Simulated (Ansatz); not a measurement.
# Cu: the cost of one run

Program: Ansatz 0.2.0. Level of theory: DFT PBE, scalar-relativistic, plane waves, PAW. These are calculated values, not measurements.

## (1) The system as given

The structure is orthorhombic, space group Cmmm (No. 65). The conventional cell has a = 3.051 Å, b = 4.200 Å, c = 14.000 Å, α = 90.00°, β = 90.00°, γ = 90.00°. Cu (site symmetry mmm) is surrounded by 4 Cu at 2.60 Å.

As a file:

```cif
data_structure
_symmetry_space_group_name_H-M 'P 1'
_symmetry_Int_Tables_number 1
_cell_length_a 2.5957
_cell_length_b 2.5957
_cell_length_c 14.0000
_cell_angle_alpha 90.000
_cell_angle_beta 90.000
_cell_angle_gamma 108.011
_cell_volume 89.70
loop_
_atom_site_label
_atom_site_type_symbol
_atom_site_fract_x
_atom_site_fract_y
_atom_site_fract_z
_atom_site_occupancy
Cu1 Cu 0.00000 0.00000 0.50000 1
```

A structure generator made this guess: random sheet by layer group and Wyckoff sites. The dimensions are guesses.

Only a and b are periodic; c spans vacuum, so the box's volume, pressure and space group aren't properties of the sheet.

## (2) Probe: one point on a coarse mesh

input.yaml reads:

```yaml
crystal:
  lattice:
    - [2.595651, 0.0, 0.0]
    - [-0.80257, 2.468458, 0.0]
    - [0.0, 0.0, 14.0]
  atoms:
    - { symbol: Cu, position: [0.0, 0.0, 0.5] }
  periodic: [true, true, false]
basis:
  ecutwfc: 420
kpoints:
  mp_grid: { grid: [8, 8, 1] }
hamiltonian:
  xc: pbe
scf:
  occupations: { method: gaussian, width: 0.1 }
  lower_state_search: "off"
output:
  forces: true
  stress: true
  eigenvalues: true
```

Command:

```
$ ansatz run input.yaml --threads 1 --pin off --max-ram 2048MiB --backend cpu --events-out ev --progress --plain --runs-dir out
```

**Question.** How long does this run take on 1 thread of Arm Neoverse V2, shared host, and how much memory does it need?

About 2.4 s, with a peak of 0.34 GiB.
